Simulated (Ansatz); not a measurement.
## Se, space group Im-3m: a calculation of the elastic constants, step by step

With Ansatz 0.2.0 through its Python package.

Notebook, run cell by cell (the value of a cell's last expression is shown):

**Cell 1**
```python
from dataclasses import replace

import ansatz as az
import numpy as np

WIDTH_EV = 0.15
KGRID = (22, 22, 22)
```

**Cell 2**
```python
vectors = np.array([
    [-1.4038, 1.4038, 1.4038],
    [1.4038, -1.4038, 1.4038],
    [1.4038, 1.4038, -1.4038],
])
system = az.Lattice.of(vectors).atom("Se", (0.0, 0.0, 0.0))
```

**Cell 3**
```python
system.resolved().tree()["lattice"]
```
Output:
```text
((-1.4038, 1.4038, 1.4038), (1.4038, -1.4038, 1.4038), (1.4038, 1.4038, -1.4038))
```

**Cell 4**
```python
calculation = system.calculation()
calculation = calculation.occupations(az.OccupationsMethod.COLD, width=WIDTH_EV)
calculation = calculation.functional(az.Functional.R2SCAN).kpoints(*KGRID)
# first bring the cell to zero stress
rest = calculation.relax(cell=True).run(threads=1, backend="cpu").lattice
relaxed = az.Crystal(lattice=az.Lattice.of(rest.cell_ang))
for site in rest.sites:
    relaxed = relaxed.atom(site.symbol, site.position_frac)
calculation = replace(calculation, crystal=relaxed)
print("relaxed volume {:.3f} A^3".format(abs(np.linalg.det(rest.cell_ang))))
res = calculation.elastic("relaxed_ion").run(threads=1, backend="cpu")
elastic = res.elastic
```
Output:
```text
DeckWarning: basis.ecutwfc = 500 eV, auto-derived from the records' recommended cutoffs: set by Se (their level for a meta-GGA)
relaxed volume 20.229 A^3
```

**Cell 5**
```python
print(np.array2string(np.round(elastic.c_gpa, 1) + 0.0, suppress_small=True))
print("Voigt stress of the unstrained cell (GPa, tension positive):", np.round(elastic.sigma0_gpa, 3) + 0.0)
print("smallest eigenvalue of C:", round(elastic.stability.min_eigenvalue_gpa, 1), "GPa; tensor positive definite:", elastic.stability.min_eigenvalue_gpa > 0)
# averaged moduli need a positive definite tensor
if elastic.stability.min_eigenvalue_gpa > 0:
    for name, value in elastic.moduli.to_plain().items():
        print(f"{name:14s} {value:9.3f}")
```
Output:
```text
[[125.2  52.3  52.3   0.    0.    0. ]
 [ 52.3 125.2  52.3   0.    0.    0. ]
 [ 52.3  52.3 125.2   0.    0.    0. ]
 [  0.    0.    0.  -38.1   0.    0. ]
 [  0.    0.    0.    0.  -38.1   0. ]
 [  0.    0.    0.    0.    0.  -38.1]]
Voigt stress of the unstrained cell (GPa, tension positive): [-0.033 -0.033 -0.033  0.     0.     0.   ]
smallest eigenvalue of C: -38.1 GPa; tensor positive definite: False
```

Notes:
- A cell that swells this much on relaxing started as a compressed, perhaps high-pressure structure.
- This isn't the structure that Se takes at ambient conditions.
- Warnings are shown shortened and without file and line.
- Shear constants of a metal converge slowly with the k-point mesh and can be wrong in sign on a coarse one; the constants belong to the cell that was strained.
- It ran for 5.8 min on 1 thread of Arm Neoverse V1, with other jobs on the host, peak memory 0.87 GiB.

(A comment or docstring line of the script was reworded after the run, the code is as it ran.)
